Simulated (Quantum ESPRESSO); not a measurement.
# HfIr2 (P-3m1) in Quantum ESPRESSO: reference runs

How does HfIr2 come out in PBE? The cell is run as given.

Everything below comes from runs of Quantum ESPRESSO 7.5. Logs are shortened: lines on timing, memory, paths and dates and some standing lists are left out, and cuts for length are marked.

## (1) The structure

Symmetry: P-3m1, No. 164, trigonal system. Conventional cell: a = 3.182 Å, b = 3.182 Å, c = 5.372 Å, α = 90.00°, β = 90.00°, γ = 120.00°. Hf (site symmetry -3m) has 6 Ir at 2.25 Å as nearest neighbours. Ir (site symmetry 3m) has 3 Hf at 2.25 Å as nearest neighbours.

The cell was built by a generator and needn't be a form met in nature.

## (2) Single point, PBE

Contents of pw.in:

```
&CONTROL
  calculation = 'scf'
  prefix = 'pwscf'
  outdir = './tmp'
  pseudo_dir = './pseudo'
  tprnfor = .true.
  tstress = .true.
  disk_io = 'nowf'
/
&SYSTEM
  ibrav = 0
  nat = 3
  ntyp = 2
  ecutwfc = 60
  ecutrho = 440
  nbnd = 30
  occupations = 'smearing'
  smearing = 'fd'
  degauss = 0.00367493
/
&ELECTRONS
  conv_thr = 6d-10
  electron_maxstep = 120
  mixing_beta = 0.5
/
ATOMIC_SPECIES
Hf   178.4900 Hf-sp.oncvpsp.upf
Ir   192.2170 Ir_pbe_v1.2.uspp.F.UPF
CELL_PARAMETERS angstrom
   3.1823264900    0.0000000000    0.0000000000
  -1.5911632500    2.7559755800    0.0000000000
   0.0000000000    0.0000000000    5.3723917600
ATOMIC_POSITIONS crystal
Hf     0.0000000000    0.0000000000    0.0000000000
Ir     0.6666666700    0.3333333300    0.7570988500
Ir     0.3333333300    0.6666666700    0.2429011500
K_POINTS automatic
10 10 5 0 0 0
```

Potentials or basis: SSSP 1.3 efficiency PBE.

Launch:

```
OMP_NUM_THREADS=1 pw.x -in pw.in > pw.out
```

pw.out:

```text
This program is part of the open-source Quantum ESPRESSO suite
     for quantum simulation of materials; please cite
[... 9 lines left out ...]
     --------------------
     sticks:   dense  smooth     PW     G-vecs:    dense   smooth      PW
     Sum        1099     595    169                49513    19965    3171

     Using Slab Decomposition

     bravais-lattice index     =            0
     lattice parameter (alat)  =       6.0137  a.u.
     unit-cell volume          =     317.9687 (a.u.)^3
     number of atoms/cell      =            3
     number of atomic types    =            2
     number of electrons       =        42.00
     number of Kohn-Sham states=           30
     kinetic-energy cutoff     =      60.0000  Ry
     charge density cutoff     =     440.0000  Ry
     scf convergence threshold =      6.0E-10
     mixing beta               =       0.5000
     number of iterations used =            8  plain     mixing
     Exchange-correlation= SLA  PW   PBE  PBE
                           (   1   4   3   4   0   0   0)

     celldm(1)=   6.013726  celldm(2)=   0.000000  celldm(3)=   0.000000
     celldm(4)=   0.000000  celldm(5)=   0.000000  celldm(6)=   0.000000

     crystal axes: (cart. coord. in units of alat)
               a(1) = (   1.000000   0.000000   0.000000 )
               a(2) = (  -0.500000   0.866025   0.000000 )
               a(3) = (   0.000000   0.000000   1.688196 )

     reciprocal axes: (cart. coord. in units 2 pi/alat)
               b(1) = (  1.000000  0.577350 -0.000000 )
               b(2) = (  0.000000  1.154701  0.000000 )
               b(3) = (  0.000000 -0.000000  0.592348 )

     PseudoPot. # 1 for Hf read from file:
     Hf-sp.oncvpsp.upf
     Pseudo is Norm-conserving + core correction, Zval = 12.0
     Generated using ONCVPSP code by D. R. Hamann
     Using radial grid of 1656 points,  8 beta functions with:
                l(1) =   0
                l(2) =   0
                l(3) =   1
                l(4) =   1
                l(5) =   2
                l(6) =   2
                l(7) =   3
                l(8) =   3

     PseudoPot. # 2 for Ir read from file:
     Ir_pbe_v1.2.uspp.F.UPF
     Pseudo is Ultrasoft + core correction, Zval = 15.0
     Generated by new atomic code, or converted to UPF format
     Using radial grid of  983 points,  7 beta functions with:
                l(1) =   0
                l(2) =   0
                l(3) =   1
                l(4) =   1
                l(5) =   1
                l(6) =   2
                l(7) =   2
     Q(r) pseudized with  8 coefficients,  rinner =    1.400   1.400   1.400
                                                       1.400   1.400

     atomic species   valence    mass     pseudopotential
     Hf               12.00   178.49000     Hf( 1.00)
     Ir               15.00   192.21700     Ir( 1.00)

     12 Sym. Ops., with inversion, found

   Cartesian axes

     site n.     atom                  positions (alat units)
         1        Hf     tau(   1) = (   0.0000000   0.0000000   0.0000000  )
         2        Ir     tau(   2) = (   0.5000000   0.2886751   1.2781315  )
         3        Ir     tau(   3) = (  -0.0000000   0.5773503   0.4100648  )

     number of k points=    58  Fermi-Dirac smearing, width (Ry)=  0.0037
                       cart. coord. in units 2pi/alat
        k(    1) = (   0.0000000   0.0000000   0.0000000), wk =   0.0040000
        k(    2) = (   0.0000000   0.0000000   0.1184696), wk =   0.0080000
        k(    3) = (   0.0000000   0.0000000   0.2369393), wk =   0.0080000
        k(    4) = (   0.0000000   0.1154701   0.0000000), wk =   0.0240000
        k(    5) = (   0.0000000   0.1154701   0.1184696), wk =   0.0240000
        k(    6) = (   0.0000000   0.1154701   0.2369393), wk =   0.0240000
[... 50 lines left out ...]
        k(   57) = (  -0.2000000   0.4618802  -0.1184696), wk =   0.0480000
        k(   58) = (  -0.2000000   0.4618802  -0.2369393), wk =   0.0480000

     Dense  grid:    49513 G-vectors     FFT dimensions: (  45,  45,  72)

     Smooth grid:    19965 G-vectors     FFT dimensions: (  30,  30,  54)

     Initial potential from superposition of free atoms

     starting charge      40.9981, renormalised to      42.0000

     negative rho (up, down):  7.389E-01 0.000E+00
     Starting wfcs are   34 randomized atomic wfcs

     Self-consistent Calculation

     iteration #  1     ecut=    60.00 Ry     beta= 0.50
     Davidson diagonalization with overlap
     ethr =  1.00E-02,  avg # of iterations =  3.6

     negative rho (up, down):  6.495E-01 0.000E+00
[... 28 lines left out ...]
     total energy              =    -475.83711667 Ry
     estimated scf accuracy    <       0.00342798 Ry

     iteration #  5     ecut=    60.00 Ry     beta= 0.50
     Davidson diagonalization with overlap
     c_bands:  1 eigenvalues not converged
     c_bands:  1 eigenvalues not converged
     ethr =  8.16E-06,  avg # of iterations =  7.0

     negative rho (up, down):  6.664E-01 0.000E+00

     total energy              =    -475.83770569 Ry
     estimated scf accuracy    <       0.00052391 Ry
[... 46 lines left out ...]
     iteration # 11     ecut=    60.00 Ry     beta= 0.50
     Davidson diagonalization with overlap
     ethr =  2.39E-12,  avg # of iterations =  3.3

     negative rho (up, down):  6.663E-01 0.000E+00

     End of self-consistent calculation

          k = 0.0000 0.0000 0.0000 (  2539 PWs)   bands (ev):

   -39.4790 -27.6375 -27.6264 -27.6053 -27.6053 -27.5858 -27.5858  -8.7510
    -8.4715  -8.4715  12.5962  15.2608  15.8404  15.8404  16.1877  16.2096
    16.2096  18.5516  18.5516  19.9439  20.4916  20.4916  23.2373  27.0150
    27.0150  28.9630  29.7479  29.7479  31.6058  32.6291
[... 94 lines left out ...]
   -39.4482 -27.7710 -27.6854 -27.6579 -27.6526 -27.6156 -27.6060  -8.9053
    -8.6070  -8.5487  13.9690  15.7765  16.4761  16.8801  17.2912  18.2190
    18.9058  19.8372  20.1169  20.2479  20.5021  21.1918  22.1836  24.8767
    25.3061  25.7009  27.9756  29.0328  30.5963  32.6316

          k = 0.0000-0.5774 0.0000 (  2496 PWs)   bands (ev):

   -39.4450 -27.7740 -27.7127 -27.6650 -27.6574 -27.6114 -27.6039  -8.9485
    -8.5936  -8.5574  13.6563  16.6485  16.9690  17.3492  17.5112  18.4749
    18.7979  18.9755  19.5822  20.3951  20.4389  21.2320  23.1441  24.8257
    25.7279  27.1402  27.4921  27.8306  29.8962  30.4779

          k = 0.0000-0.5774 0.1185 (  2490 PWs)   bands (ev):

   -39.4450 -27.7804 -27.7060 -27.6625 -27.6538 -27.6139 -27.6079  -8.9484
    -8.5935  -8.5572  13.7160  16.4139  16.9300  17.2113  17.4990  18.7060
    19.0069  19.2324  19.6271  20.3319  20.5218  20.9369  23.2877  24.7017
    24.7055  26.7319  28.2687  28.5974  29.1766  31.5167

          k = 0.0000-0.5774 0.2369 (  2488 PWs)   bands (ev):

   -39.4450 -27.7897 -27.6910 -27.6578 -27.6552 -27.6186 -27.6121  -8.9482
    -8.5933  -8.5568  13.8202  16.2115  16.6243  17.0365  17.6787  19.0087
    19.3130  19.4954  20.0087  20.2329  20.3329  20.6491  23.0576  24.4786
    24.4879  25.7166  28.6847  28.9069  29.9338  32.3164
[... 276 lines left out ...]
   -39.4449 -27.7635 -27.7223 -27.6897 -27.6401 -27.6357 -27.5737  -8.8645
    -8.6461  -8.5923  14.8192  16.1641  16.6677  17.0729  17.2673  18.2115
    18.3514  18.9210  19.3389  20.2564  20.7072  21.7213  22.9323  23.9791
    26.1238  26.8668  27.8516  29.8327  30.4007  30.9988

     the Fermi energy is    20.7581 ev

!    total energy              =    -475.83786889 Ry
     estimated scf accuracy    <          6.3E-11 Ry
     smearing contrib. (-TS)   =      -0.00092432 Ry
     internal energy E=F+TS    =    -475.83694457 Ry

     The total energy is F=E-TS. E is the sum of the following terms:
     one-electron contribution =     -89.15304231 Ry
     hartree contribution      =      77.33804660 Ry
     xc contribution           =    -130.52888770 Ry
     ewald contribution        =    -333.49306116 Ry

     convergence has been achieved in  11 iterations

     negative rho (up, down):  6.663E-01 0.000E+00

     Forces acting on atoms (cartesian axes, Ry/au):

     atom    1 type  1   force =    -0.00000000    0.00000000    0.00000000
     atom    2 type  2   force =     0.00000000   -0.00000000   -0.52723363
     atom    3 type  2   force =     0.00000000    0.00000000    0.52723363

     Total force =     0.745621     Total SCF correction =     0.000023

     Computing stress (Cartesian axis) and pressure

     negative rho (up, down):  6.663E-01 0.000E+00
          total   stress  (Ry/bohr**3)                   (kbar)     P=      975.59
   0.00639345   0.00000000  -0.00000000          940.51        0.00       -0.00
   0.00000000   0.00639345  -0.00000000            0.00      940.51       -0.00
   0.00000000   0.00000000   0.00710879            0.00        0.00     1045.74

=------------------------------------------------------------------------------=
   JOB DONE.
=------------------------------------------------------------------------------=
```

Run time: 37 s. Hardware: 1 thread of AMD EPYC 9R45 (Zen 5), shared host; peak memory 0.36 GiB.

What came out:

```yaml
Free_energy: -6474.1040 eV
Pressure: 97.6 GPa
Largest_force: 13.556 eV/Å
Band_gap_on_the_k_mesh: none (metal or under the smearing width)
```

Forces on the atoms (eV/Å):
```
Hf    0.000   0.000   0.000
Ir    0.000   0.000 -13.556
Ir    0.000   0.000  13.556
```

Caveat: a pressure of tens of GPa on the cell as given is suspect, and the run, the potentials or the cell itself is likely at fault; forces of over 1 eV/Å show positions far from the minimum, so gaps and moduli don't describe the material at rest.
